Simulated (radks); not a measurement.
**Mo⁺ in [Kr] 4d5: an all-electron calculation**

What are the levels of the molybdenum ion Mo+, how large are its shells, and how does its energy divide?

Program: radks (a radial shooting solver on a logarithmic mesh, Libxc functionals) version 1. Level of theory: scalar-relativistic Kohn-Sham, PBEsol, spin-polarised, spherical densities, point nucleus; open shells are filled with parallel spins first. These are calculated values, not measurements, unless marked.

## Step 1: The atom as given

| Item | Value |
| --- | --- |
| element | molybdenum (Z = 42) |
| charge | +1 |
| electrons | 41 |
| configuration | [Kr] 4d5 |

Outer shells as boxes (Hund's rule):

Mo⁺
```
[Kr] core
4d [↑ ][↑ ][↑ ][↑ ][↑ ]
```

## Step 2: The run

The run's settings:

```text
Z 42
configuration [Kr] 4d5
relativity scalar-relativistic
functional pbe_sol,pbe_sol
spin polarised
nucleus point
c 137.035999084
```

Q: Predict the outcome of this run.

**Answer**, as computed:

```
                        quantity                   value
                    total energy     -4046.33247 hartree
exchange-correlation share of it                  3.00 %
                            −T/E                  1.0310
          highest occupied level       4d up, -11.422 eV
    most extended occupied level  4d up, <r> = 1.87 bohr
 radius at density 0.001 e/bohr³               3.94 bohr
    maxima of the radial density                       4
         ionisation energy, NIST     16.2 (semi-emp.) eV
```

What this shows: 4 principal shells are occupied and 4 maxima appear in the radial density. Relativity lifts −T/E to 1.031. The top level binds by 11.422 eV, 71 % of the NIST ionisation energy of 16.2 eV; the potential of a semilocal functional falls off too fast, so its top eigenvalue is too shallow. Open shells are spherical and high-spin; term and fine-structure splittings are not resolved.
